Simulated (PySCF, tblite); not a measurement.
# GeH7NO2SSi, a small molecule taken as a stand-in for a surface group (Ge site with back bonds O, S[SiH3], N): NMR shifts, core binding energies and electronic excitations, part 2 of 2

tblite 0.8.0 and PySCF 2.14.0. Atoms count from 0, parts from 1. Earlier steps stand in the parts before.

### 5 X-ray photoelectron lines: SCAN, X2C

The job: settings as JSON, then the geometry in Å.

```
{"job": {"kind": "xps", "holes": 5}, "charge": 0, "multiplicity": 1}
Ge    -0.819300    -0.169126    -0.450672
O     -1.832976    -1.416346    -1.178321
S      1.257841    -0.270825    -1.210246
Si     2.327344    -0.258712     0.670978
N     -1.771543     1.341734    -0.726473
O     -0.581491    -0.414972     1.289945
H     -1.382192    -2.265339    -1.241204
H      2.109008    -1.496298     1.466883
H      3.754715    -0.206348     0.235094
H      2.025558     0.957023     1.476992
H     -1.227481     2.197092    -0.786272
H     -2.405326     1.279941    -1.518964
H     -1.285343    -0.006363     1.807503
```

Method: delta-SCF UKS SCAN, pcX-2 on the ionised atom, pcseg-1 elsewhere, spin-free X2C.

The log of the run:

```text
ground state, core basis on atom 1 (O), 171 functions
  cycle   1  E = -2992.50016038  |g| = 1.11e+00
  cycle   2  E = -2991.83099920  |g| = 2.13e+00
  cycle   3  E = -2992.71364445  |g| = 2.84e-01
  cycle   4  E = -2992.73067198  |g| = 1.14e-01
  cycle   5  E = -2992.73355514  |g| = 2.95e-02
  cycle   6  E = -2992.73367689  |g| = 1.68e-02
  cycle   7  E = -2992.73373601  |g| = 5.44e-03
  cycle   8  E = -2992.73374356  |g| = 1.46e-03
  cycle   9  E = -2992.73374278  |g| = 4.98e-04
  E(ground) = -2992.91770184 Eh
hole in O 1s of atom 1
  cycle   1  E = -2972.12341703  |g| = 2.22e+00
  cycle   2  E = -2970.01861894  |g| = 2.64e+00
  cycle   3  E = -2972.62411257  |g| = 7.49e-01
  cycle   4  E = -2972.81473095  |g| = 4.73e-01
  cycle   5  E = -2972.94153926  |g| = 1.55e-01
  cycle   6  E = -2972.95221371  |g| = 7.06e-02
  cycle   7  E = -2972.95440578  |g| = 2.31e-02
  cycle   8  E = -2972.95464054  |g| = 8.83e-03
  cycle   9  E = -2972.95467557  |g| = 3.74e-03
  cycle  10  E = -2972.95467898  |g| = 1.40e-03
  cycle  11  E = -2972.95468185  |g| = 2.59e-04
  E(ion) = -2973.14026457 Eh   <S^2> = 0.7628   hole on atom = 1.000   binding energy = 538.171 eV
ground state, core basis on atom 2 (S), 182 functions
  cycle   1  E = -2992.84454597  |g| = 4.10e-01
  cycle   2  E = -2992.84171458  |g| = 1.42e-01
  cycle   3  E = -2992.83471913  |g| = 2.35e-01
  cycle   4  E = -2992.84569798  |g| = 1.79e-02
  cycle   5  E = -2992.84576922  |g| = 6.05e-03
  cycle   6  E = -2992.84577735  |g| = 1.56e-03
  cycle   7  E = -2992.84577730  |g| = 4.11e-04
  E(ground) = -2993.01932687 Eh
hole in S 2p of atom 2
  cycle   1  E = -2986.17151280  |g| = 1.53e+00
  cycle   2  E = -2985.72190421  |g| = 1.50e+00
  cycle   3  E = -2986.43989818  |g| = 6.00e-01
  cycle   4  E = -2986.61686744  |g| = 1.85e-01
  cycle   5  E = -2986.62704328  |g| = 8.36e-02
  cycle   6  E = -2986.62975411  |g| = 4.85e-02
  cycle   7  E = -2986.63063780  |g| = 1.32e-02
  cycle   8  E = -2986.63070808  |g| = 3.39e-03
  cycle   9  E = -2986.63071102  |g| = 1.73e-03
  cycle  10  E = -2986.63071186  |g| = 8.95e-04
  cycle  11  E = -2986.63071369  |g| = 2.43e-04
  E(ion) = -2986.81139185 Eh   <S^2> = 0.7536   hole on atom = 1.001   binding energy = 168.927 eV
  2p3/2 = 168.635 eV   2p1/2 = 169.872 eV
ground state, core basis on atom 3 (Si), 182 functions
  cycle   1  E = -2992.79400381  |g| = 2.88e-01
  cycle   2  E = -2992.79377251  |g| = 4.87e-02
  cycle   3  E = -2992.79291854  |g| = 6.71e-02
  cycle   4  E = -2992.79425795  |g| = 1.34e-02
  cycle   5  E = -2992.79428965  |g| = 3.41e-03
  cycle   6  E = -2992.79429372  |g| = 4.22e-04
  E(ground) = -2992.93999733 Eh
hole in Si 2p of atom 3
  cycle   1  E = -2988.50745806  |g| = 1.23e+00
  cycle   2  E = -2986.53675160  |g| = 1.78e+00
  cycle   3  E = -2988.30412961  |g| = 9.77e-01
  cycle   4  E = -2988.80792974  |g| = 1.96e-01
  cycle   5  E = -2988.81968543  |g| = 1.93e-01
  cycle   6  E = -2988.83690173  |g| = 5.39e-02
  cycle   7  E = -2988.83793125  |g| = 2.28e-02
  cycle   8  E = -2988.83818234  |g| = 6.69e-03
  cycle   9  E = -2988.83820657  |g| = 1.66e-03
  cycle  10  E = -2988.83820836  |g| = 7.28e-04
  cycle  11  E = -2988.83820882  |g| = 3.29e-04
  E(ion) = -2988.99616951 Eh   <S^2> = 0.7527   hole on atom = 1.003   binding energy = 107.317 eV
  2p3/2 = 107.068 eV   2p1/2 = 107.693 eV
ground state, core basis on atom 4 (N), 171 functions
  cycle   1  E = -2992.71619111  |g| = 7.55e-02
  cycle   2  E = -2992.71620556  |g| = 2.36e-02
  cycle   3  E = -2992.71617970  |g| = 2.75e-02
  cycle   4  E = -2992.71635516  |g| = 6.05e-03
  cycle   5  E = -2992.71636036  |g| = 1.66e-03
  cycle   6  E = -2992.71636267  |g| = 2.75e-04
  E(ground) = -2992.90199520 Eh
hole in N 1s of atom 4
  cycle   1  E = -2977.12489633  |g| = 1.86e+00
  cycle   2  E = -2975.12823214  |g| = 2.46e+00
  cycle   3  E = -2977.57715351  |g| = 6.48e-01
  cycle   4  E = -2977.70014701  |g| = 4.64e-01
  cycle   5  E = -2977.82460300  |g| = 1.57e-01
  cycle   6  E = -2977.83312088  |g| = 7.76e-02
  cycle   7  E = -2977.83535090  |g| = 1.91e-02
  cycle   8  E = -2977.83553085  |g| = 8.75e-03
  cycle   9  E = -2977.83556414  |g| = 3.89e-03
  cycle  10  E = -2977.83556908  |g| = 1.48e-03
  cycle  11  E = -2977.83557014  |g| = 3.53e-04
  E(ion) = -2978.02063693 Eh   <S^2> = 0.7657   hole on atom = 1.000   binding energy = 404.942 eV
ground state, core basis on atom 5 (O), 171 functions
  cycle   1  E = -2992.73234728  |g| = 1.02e-01
  cycle   2  E = -2992.73114915  |g| = 9.40e-02
  cycle   3  E = -2992.73200155  |g| = 6.47e-02
  cycle   4  E = -2992.73276113  |g| = 6.86e-03
  cycle   5  E = -2992.73276871  |g| = 2.57e-03
  cycle   6  E = -2992.73276933  |g| = 4.95e-04
  E(ground) = -2992.91668200 Eh
hole in O 1s of atom 5
  cycle   1  E = -2972.12352485  |g| = 2.22e+00
  cycle   2  E = -2969.75253429  |g| = 2.68e+00
  cycle   3  E = -2972.50151220  |g| = 8.66e-01
  cycle   4  E = -2972.83299617  |g| = 4.34e-01
  cycle   5  E = -2972.93853434  |g| = 1.68e-01
  cycle   6  E = -2972.95258071  |g| = 7.10e-02
  cycle   7  E = -2972.95498064  |g| = 2.05e-02
  cycle   8  E = -2972.95516001  |g| = 7.36e-03
  cycle   9  E = -2972.95518704  |g| = 2.07e-03
  cycle  10  E = -2972.95518967  |g| = 1.65e-03
  cycle  11  E = -2972.95518981  |g| = 4.03e-04
  E(ion) = -2973.14043801 Eh   <S^2> = 0.7627   hole on atom = 1.000   binding energy = 538.139 eV
```

Wall time 22 s (1 thread of AMD EPYC 9R45, shared host); peak memory 0.69 GiB.

Binding energies by hole, beside the orbital energy of the ground state; the difference holds orbital relaxation and, for a density functional, its self-interaction error:

```
       hole  stands for                 environment  ΔSCF (eV; 2p as the shell's mean)  −ε (eV)   ⟨S²⟩
  O1s on O1          O1      oxygen bonded to Ge, H                             538.17    516.8  0.763
  S2p on S2          S2     sulfur bonded to Ge, Si                             169.05    157.9  0.754
Si2p on Si3         Si3    silicon bonded to S, 3 H                             107.28     96.7  0.753
  N1s on N4          N4  nitrogen bonded to Ge, 2 H                             404.94    386.1  0.766
  O1s on O5          O5      oxygen bonded to Ge, H                             538.14    516.8  0.763
```

With the spin-orbit splitting: S2 2p3/2 168.64, 2p1/2 169.87 eV; Si3 2p3/2 107.07, 2p1/2 107.69 eV. The table gives each 2p level as the mean over the whole 2p shell (two parts 2p3/2, one part 2p1/2), which differs a little from the single hole in the log.

### 6 TDDFT and polarisability: CAM-B3LYP/def2-SVPD

Same as in step 5 but for these lines:

```diff
@@ -1,2 +1,2 @@
-{"job": {"kind": "xps", "holes": 5}, "charge": 0, "multiplicity": 1}
+{"job": {"kind": "uv", "xc": "CAM-B3LYP", "basis": "def2-SVPD", "nstates": 6, "ntriplets": 2, "ip": true}, "charge": 0, "multiplicity": 1}
 Ge    -0.819300    -0.169126    -0.450672
```

Method: TDDFT CAM-B3LYP/def2-SVPD, vertical, gas phase, core orbitals frozen in the response.

The log of the run:

```text
coarse grid: 52928 points
cycle   1  E = -2973.4681537244  dE = -1.618e-01  |g| = 1.063e+00  |ddm| = 4.434e+00
cycle   2  E = -2973.3298719740  dE =  1.383e-01  |g| = 1.421e+00  |ddm| = 3.094e+00
cycle   3  E = -2973.6741683917  dE = -3.443e-01  |g| = 1.006e-01  |ddm| = 1.567e+00
cycle   4  E = -2973.6761482247  dE = -1.980e-03  |g| = 4.674e-02  |ddm| = 1.889e-01
cycle   5  E = -2973.6765881576  dE = -4.399e-04  |g| = 9.069e-03  |ddm| = 7.652e-02
cycle   6  E = -2973.6766046440  dE = -1.649e-05  |g| = 3.675e-03  |ddm| = 1.760e-02
cycle   7  E = -2973.6766083787  dE = -3.735e-06  |g| = 7.965e-04  |ddm| = 9.201e-03
final grid: 107728 points
cycle   8  E = -2973.6764777111  dE = -7.160e-08  |g| = 8.884e-04  |ddm| = 3.350e-03
cycle   9  E = -2973.6764776337  dE =  7.740e-08  |g| = 1.098e-03  |ddm| = 2.626e-03
cycle  10  E = -2973.6764778692  dE = -2.355e-07  |g| = 8.698e-05  |ddm| = 1.284e-03
cycle  11  E = -2973.6764778705  dE = -1.344e-09  |g| = 2.037e-05  |ddm| = 1.035e-04
cycle  12  E = -2973.6764778707  dE = -2.092e-10  |g| = 1.134e-05  |ddm| = 8.714e-05
converged SCF energy = -2973.6764778707

Static polarisability (au): isotropic 93.494, principal 81.928 86.907 111.648

Singlet excitations
state   eV       nm        f      main configurations
  1   5.9478    208.5   0.03255   H->L 0.80
  2   6.2521    198.3   0.01379   H->L+1 0.75
  3   6.6850    185.5   0.09354   H-1->L 0.75
  4   7.2623    170.7   0.01849   H->L+5 0.58, H->L+1 0.09
  5   7.2765    170.4   0.00996   H->L+2 0.47, H-2->L 0.10
  6   7.4197    167.1   0.06588   H-2->L 0.41

Triplet excitations (Tamm-Dancoff, eV): 5.5251 5.9136
Vertical ionisation energy (delta-SCF) = 9.5605 eV
```

It took 79 s on 1 thread of AMD EPYC 9R45, shared host; peak memory 1.2 GiB.

The orbitals next to the gap, with their largest atomic shares:

```
orbital      eV                       atoms
 HOMO−3  -10.55   O1 34 %, O5 34 %, Si3 9 %
 HOMO−2  -10.34  S2 42 %, N4 14 %, Si3 11 %
 HOMO−1   -9.57  N4 43 %, S2 22 %, Ge0 10 %
   HOMO   -8.82  S2 65 %, N4 10 %, Si3 10 %
   LUMO    0.18   Ge0 29 %, S2 18 %, O1 9 %
 LUMO+1    0.81   Si3 29 %, S2 29 %, H9 9 %
 LUMO+2    1.39   S2 26 %, O1 24 %, H6 14 %
```

With each of the 6 states as a Gaussian band of 0.4 eV half-width at 1/e, the curve within the window shown has maxima at 185 nm (ε 4,200), 170 nm (ε 3,900) L/(mol cm). Beyond the last state computed it falls off for lack of states. The curve at chosen wavelengths:

nm, ε (L/mol/cm) and a bar:
```
      161       1845 #############
      164       2936 #####################
      167       3718 ##########################
      170       3943 ############################
      172       3857 ###########################
      175       3673 ##########################
      178       3704 ##########################
      181       3963 ############################
      184       4206 ##############################
      187       4189 ##############################
      189       3999 ############################
      192       3527 #########################
      195       2997 #####################
      198       2556 ##################
      201       2253 ################
      204       2049 ##############
      206       1933 #############
      209       1747 ############
      212       1521 ##########
      215       1257 ########
      218        982 ######
      221        723 ####
      223        571 ###
      226        383 ##
      229        244 #
      232        148
```

Further results of this job:

```
           property  computed
  dipole moment (D)      1.10
polarisability (Å³)     13.85
 HOMO–LUMO gap (eV)      9.00
      −ε(HOMO) (eV)      8.82
```

### 7 Summary of results

What follows sums up all 2 parts.

| quantity | value |
| --- | --- |
| point group | C1 |
| rotational constants (main isotopes) | 2.81, 1.06, 0.99 GHz |
| ¹H shifts against TMS (PBE0/pcSseg-1) | 4.79, 4.71, 4.56, 1.65, 1.48, 1.16, 0.54 ppm |
| ⁷³Ge shifts against GeMe4 (PBE0/pcSseg-1) | 75 ppm |
| ¹⁷O shifts against H2O (PBE0/pcSseg-1) | 81.0, 75.5 ppm |
| ³³S shifts against CS2 (PBE0/pcSseg-1) | -262 ppm |
| ²⁹Si shifts against TMS (PBE0/pcSseg-1) | -52.5 ppm |
| ¹⁵N shifts against NH3 (PBE0/pcSseg-1) | 33.0 ppm |
| O1s binding energies, SCAN/pcX-2 | O1 538.17, O5 538.14 eV |
| S2p binding energies, SCAN/pcX-2 | S2 169.05 eV |
| Si2p binding energies, SCAN/pcX-2 | Si3 107.28 eV |
| N1s binding energies, SCAN/pcX-2 | N4 404.94 eV |
| lowest singlet (CAM-B3LYP/def2-SVPD) | 5.95 eV (208 nm), f = 0.033 |
| brightest single state of those computed | state 3, 6.68 eV, f = 0.094 |
| lowest triplet | 5.53 eV |
| vertical ionisation energy (ΔSCF) | 9.56 eV |

The start of the PBE0/def2-SVP relaxation was shaken at random by about 0.01 Å, so part of the energy gained, and of the first lengths quoted, undoes that. Over 14 steps the energy fell by 0.214 eV; of the close pairs, Si3–H8 changed most, 1.415 to 1.493 Å (PBE0/def2-SVP). Hydrogens of an XH3 group are listed apart at this fixed geometry; free rotation makes them one line at their mean. At PBE0/pcSseg-1: The largest span, 244 ppm, is at S2, where the paramagnetic term is -303 ppm. At SCAN/pcX-2: the O1s levels computed lie within 0.03 eV of one another, too close to rank. The first singlet state (HOMO→LUMO 0.80) lies at 5.95 eV and is weak; of the 6 states computed, the strongest absorption comes from state 3 at 6.68 eV (the last state computed absorbs too, and its partners may lie past the list). The lowest triplet lies 0.42 eV below the lowest singlet (triplets in Tamm-Dancoff, singlets in full TDDFT). The orbital energy would give 8.82 eV for ionisation, ΔSCF gives 9.56 eV. Spin-orbit coupling is left out, which matters for shieldings and couplings at and beside the heavy atoms. A capped cluster stands for the solid here, so long-range fields and strain are missing, and bands or shifts of the capping hydrogens have no counterpart in it.
